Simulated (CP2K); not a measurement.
# C2H3I (vinyl iodide): r2SCAN/TZV2P-MOLOPT-SCAN-GTH (core potential)

What is the energy change on altering one bond length of C2H3I (vinyl iodide) at r2SCAN/TZV2P-MOLOPT-SCAN-GTH (core potential)? 

Program for the calculation: CP2K 2026.2.

### 1 Starting point

C2H3I has 6 atoms, charge 0, and is taken as a singlet. SMILES: `C=CI`. The coordinates come from a PBE0-D4/def2-TZVP relaxation.

Bond lengths: C1–C2 1.320 Å, C2–I3 2.078 Å, C1–H4 1.083 Å, C1–H5 1.086 Å, C2–H6 1.082 Å. Angles: C1–C2–I3 123.7°, C1–C2–H6 123.5°, I3–C2–H6 112.8°, C2–C1–H4 122.8°, C2–C1–H5 119.6°, H4–C1–H5 117.7°.

### 2 The energy at r2SCAN/TZV2P-MOLOPT-SCAN-GTH (core potential)

molecule.xyz

```xyz
6

C     -0.622970     0.068690    -0.457440
C      0.372870     0.151340     0.404440
I      1.844550    -1.301740     0.608640
H     -0.748780    -0.771200    -1.129510
H     -1.355590     0.868170    -0.507340
H      0.509920     0.984730     1.081200
```

molecule.inp

```
&GLOBAL
  PROJECT molecule
  RUN_TYPE ENERGY
  PRINT_LEVEL MEDIUM
&END

&FORCE_EVAL
  METHOD Quickstep
  &DFT
    BASIS_SET_FILE_NAME BASIS_MOLOPT_UZH
    POTENTIAL_FILE_NAME POTENTIAL_UZH
    CHARGE 0
    MULTIPLICITY 1
    # Quickstep
    &QS
      METHOD GPW
      EPS_DEFAULT 1.0E-10
    &END
    &MGRID
      CUTOFF 550
      REL_CUTOFF 50
      NGRIDS 4
    &END
    &POISSON
      PERIODIC NONE
      POISSON_SOLVER MULTIPOLE
    &END
    # self-consistent field
    &SCF
      SCF_GUESS ATOMIC
      EPS_SCF 1.0E-06
      MAX_SCF 80
      ADDED_MOS 3
      &DIAGONALIZATION
        ALGORITHM STANDARD
      &END
      &MIXING
        METHOD DIRECT_P_MIXING
        ALPHA 0.4
      &END
    &END
    # exchange and correlation
    &XC
      &XC_FUNCTIONAL
        &MGGA_X_R2SCAN
        &END
        &MGGA_C_R2SCAN
        &END
      &END
    &END
    # extra output
    &PRINT
      &MOMENTS
        PERIODIC F
        REFERENCE COM
        MAX_MOMENT 1
      &END
      &MO ON
        ENERGIES T
        OCCUPATION_NUMBERS T
        NDIGITS 6
        &EACH
          QS_SCF 0
        &END
        ADD_LAST NUMERIC
      &END
      &HIRSHFELD OFF
      &END
    &END
  &END
  # atoms, cell and kinds
  &SUBSYS
    &CELL
      ABC [angstrom] 10.2 9.3 9.2
      PERIODIC NONE
    &END
    &TOPOLOGY
      COORD_FILE_NAME molecule.xyz
      COORD_FILE_FORMAT XYZ
      &CENTER_COORDINATES
      &END
    &END
    &KIND C
      BASIS_SET TZV2P-MOLOPT-SCAN-GTH-q4
      POTENTIAL GTH-SCAN-q4
    &END
    &KIND I
      BASIS_SET TZV2P-MOLOPT-SCAN-GTH-q7
      POTENTIAL GTH-SCAN-q7
    &END
    &KIND H
      BASIS_SET TZV2P-MOLOPT-SCAN-GTH-q1
      POTENTIAL GTH-SCAN-q1
    &END
  &END
&END
```

Run with:

```bash
$ OMP_NUM_THREADS=1 cp2k.psmp molecule.inp > molecule.out
```

The program printed:

```text
CP2K| version string:                                       CP2K version 2026.2
[...]
 GLOBAL| Method name                                                        CP2K
[...]
 GLOBAL| Run type                                                         ENERGY
[...]
 DFT| Spin restricted Kohn-Sham (RKS) calculation                            RKS
 DFT| Multiplicity                                                             1
[...]
 DFT| Charge                                                                   0
[...]
 FUNCTIONAL| MGGA_X_R2SCAN:
[...]
 FUNCTIONAL| MGGA_C_R2SCAN:
[...]
 QS| Method:                                                                 GPW
[...]
 QS| Density cutoff [a.u.]:                                                275.0
[...]
 QS| Relative density cutoff [a.u.]:                                        25.0
[...]
                             - Atoms:                                          6
[...]
                             - Spherical basis functions:                    129
[...]
 Number of electrons:                                                         18
[...]
     1 P_Mix/Diag. 0.40E+00    2.1     0.94456431       -24.3095226205 -2.43E+01
[...]
    14 DIIS/Diag.  0.89E-06    2.4     0.00000063       -24.6002762343  9.56E-13
  *** SCF run converged in    14 steps ***
[...]
  Overlap energy of the core charge distribution:               0.00000184103961
  Self energy of the core charge distribution:                -55.87733560383095
  Core Hamiltonian energy:                                     14.67807999860350
  Hartree energy:                                              23.34959592267169
  Exchange-correlation energy:                                 -6.75061839277778
  Total energy:                                               -24.60027623429394
[...]
                     Mulliken Population Analysis
 #  Atom  Element  Kind  Atomic population                           Net charge
       1     C        1          3.983204                              0.016796
       2     C        1          4.134192                             -0.134192
       3     I        2          7.021695                             -0.021695
       4     H        3          0.939013                              0.060987
       5     H        3          0.944390                              0.055610
       6     H        3          0.977507                              0.022493
 # Total charge                             18.000000                 -0.000000
[...]
  Dipole moment [Debye]
    X= -0.1034862E+01 Y=  0.8775264E+00 Z= -0.2509317E+00  Total=      1.3798404
 ENERGY| Total FORCE_EVAL ( QS ) energy [hartree]            -24.600276234293936
[...]
```

It took 36 s on 1 thread of Arm Neoverse V2, shared host; peak memory 1.1 GiB.

### 3 The distorted shape, same level

mol.inp

```
&GLOBAL
 PROJECT_NAME mol
 RUN_TYPE ENERGY
 PRINT_LEVEL MEDIUM
&END GLOBAL

&FORCE_EVAL
 METHOD QS
 &DFT
  BASIS_SET_FILE_NAME BASIS_MOLOPT_UZH
  POTENTIAL_FILE_NAME POTENTIAL_UZH
  CHARGE 0
  MULTIPLICITY 1
  &QS
   METHOD GPW
   EPS_DEFAULT 1.0E-10
  &END QS
  &MGRID
   CUTOFF 550
   REL_CUTOFF 50
   NGRIDS 4
  &END MGRID
  # cluster boundary conditions
  &POISSON
   PERIODIC NONE
   POISSON_SOLVER MULTIPOLE
  &END POISSON
  &SCF
   SCF_GUESS ATOMIC
   EPS_SCF 1.0E-06
   MAX_SCF 150
   ADDED_MOS 10
   &DIAGONALIZATION
    ALGORITHM STANDARD
   &END DIAGONALIZATION
   &MIXING
    METHOD PULAY_MIXING
    ALPHA 0.2
    NBUFFER 4
   &END MIXING
  &END SCF
  # functional
  &XC
   &XC_FUNCTIONAL
    &MGGA_X_R2SCAN
    &END MGGA_X_R2SCAN
    &MGGA_C_R2SCAN
    &END MGGA_C_R2SCAN
   &END XC_FUNCTIONAL
  &END XC
  &PRINT
   &MOMENTS
    PERIODIC F
    REFERENCE COM
    MAX_MOMENT 1
   &END MOMENTS
   &MO ON
    ENERGIES T
    OCCUPATION_NUMBERS T
    NDIGITS 6
    &EACH
     QS_SCF 0
    &END EACH
    ADD_LAST NUMERIC
   &END MO
   &HIRSHFELD OFF
   &END HIRSHFELD
  &END PRINT
 &END DFT
 &SUBSYS
  # vacuum box
  &CELL
   ABC [angstrom] 11.4 10.4 9.2
   PERIODIC NONE
  &END CELL
  &COORD
   C     -1.800322     1.231162    -0.620801
   C     -0.804482     1.313812     0.241079
   I      1.844550    -1.301740     0.608640
   H     -1.926132     0.391272    -1.292871
   H     -2.532942     2.030642    -0.670701
   H     -0.667432     2.147202     0.917839
  &END COORD
  &TOPOLOGY
   &CENTER_COORDINATES
   &END CENTER_COORDINATES
  &END TOPOLOGY
  &KIND C
   BASIS_SET TZV2P-MOLOPT-SCAN-GTH-q4
   POTENTIAL GTH-SCAN-q4
  &END KIND
  &KIND I
   BASIS_SET TZV2P-MOLOPT-SCAN-GTH-q7
   POTENTIAL GTH-SCAN-q7
  &END KIND
  &KIND H
   BASIS_SET TZV2P-MOLOPT-SCAN-GTH-q1
   POTENTIAL GTH-SCAN-q1
  &END KIND
 &END SUBSYS
&END FORCE_EVAL
```

Run with:

```bash
$ OMP_NUM_THREADS=1 cp2k.psmp -i mol.inp -o mol.out
```

The program printed:

```text
CP2K| version string:                                       CP2K version 2026.2
[...]
 GLOBAL| Method name                                                        CP2K
[...]
 GLOBAL| Run type                                                         ENERGY
[...]
 DFT| Spin restricted Kohn-Sham (RKS) calculation                            RKS
 DFT| Multiplicity                                                             1
[...]
 DFT| Charge                                                                   0
[...]
 FUNCTIONAL| MGGA_X_R2SCAN:
[...]
 FUNCTIONAL| MGGA_C_R2SCAN:
[...]
 QS| Method:                                                                 GPW
[...]
 QS| Density cutoff [a.u.]:                                                275.0
[...]
 QS| Relative density cutoff [a.u.]:                                        25.0
[...]
                             - Atoms:                                          6
[...]
                             - Spherical basis functions:                    129
[...]
 Number of electrons:                                                         18
[...]
     1 NoMix/Diag. 0.20E+00    2.5     0.94237213       -24.1162700128 -2.41E+01
[...]
    38 Pulay/Diag. 0.20E+00    3.1     0.00000070       -24.4763982249 -2.07E-07
  *** SCF run converged in    38 steps ***
[...]
  Overlap energy of the core charge distribution:               0.00000182888034
  Self energy of the core charge distribution:                -55.87733560383095
  Core Hamiltonian energy:                                     14.38287460226854
  Hartree energy:                                              23.60046575988198
  Exchange-correlation energy:                                 -6.58240481209459
  Total energy:                                               -24.47639822489469
[...]
                     Mulliken Population Analysis
 #  Atom  Element  Kind  Atomic population                           Net charge
       1     C        1          4.013176                             -0.013176
       2     C        1          4.038198                             -0.038198
       3     I        2          7.200059                             -0.200059
       4     H        3          0.921381                              0.078619
       5     H        3          0.919779                              0.080221
       6     H        3          0.907408                              0.092592
 # Total charge                             18.000000                 -0.000000
[...]
  Dipole moment [Debye]
    X= -0.3737157E+01 Y=  0.3109770E+01 Z= -0.9328736E+00  Total=      4.9504812
 ENERGY| Total FORCE_EVAL ( QS ) energy [hartree]            -24.476398224894687
[...]
```

Run time: 1.9 min. Hardware: 1 thread of Arm Neoverse V2, shared host; peak memory 1.9 GiB.

### 4 Results

Level: r2SCAN/TZV2P-MOLOPT-SCAN-GTH (core potential).

| quantity | value |
| --- | --- |
| first shape: total energy | -24.60028 Eh |
| first shape: dipole moment | 1.38 D |
| first shape: HOMO energy | -6.16 eV |
| first shape: LUMO energy | -1.19 eV |
| first shape: HOMO–LUMO gap | 4.97 eV |
| distorted shape: total energy | -24.47640 Eh |
| distorted shape: dipole moment | 4.95 D |
| distorted shape: HOMO energy | -6.05 eV |
| distorted shape: LUMO energy | -5.83 eV |
| distorted shape: HOMO–LUMO gap | 0.22 eV |
| energy change with the C2–I3 bond stretched from 2.078 to 3.741 Å | 3.371 eV |

One bond (distorted shape) is far stretched, which a spin-restricted single reference describes badly; a broken-symmetry solution may lie lower. With the C2–I3 bond stretched from 2.078 to 3.741 Å the energy rises by 3.37 eV (325 kJ/mol). The first shape isn't relaxed at this level, so the change isn't measured from a minimum. A restricted reference can't describe the breaking bond well at this length.
